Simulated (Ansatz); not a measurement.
MnPt2:

```xyz
3
Lattice="2.8584 0.0000 0.0000 -1.4292 2.4755 0.0000 0.0000 0.0000 6.5325" Properties=species:S:1:pos:R:3 pbc="T T T"
Pt    1.4292    0.8252    2.0656
Pt    0.0000    1.6503    4.4669
Mn    0.0000    0.0000    0.0000
```

The cell comes from a database or a generator and needn't be the stable form of this composition.

Alike in all runs: program Ansatz 0.2.0; functional PBEsol; potentials or basis Ansatz PAW; cutoff 420 eV (not typed: the program's choice for these potentials); k mesh 11 × 11 × 4; occupations fermi-dirac, width 0.05 eV.

Starts and where they ended:

```csv
start,free energy over the lowest (meV/atom),net moment (μB),site or absolute moments (μB),gap
"collinear spin, random start of up to 0.25 μB",0.0,4.51,Pt +0.30; Mn +3.71,none (metal or under the smearing width)
"collinear spin, ferromagnetic start of up to 5.5 μB",0.0,4.51,Pt +0.30; Mn +3.71,none (metal or under the smearing width)
no spin polarisation,263.1,-,-,none (metal or under the smearing width)
"collinear spin, ferromagnetic start of up to 4 μB",0.0,4.51,Pt +0.30; Mn +3.71,none (metal or under the smearing width)
```

Allowing spin polarisation gains 263 meV/atom. A still lower state may exist.
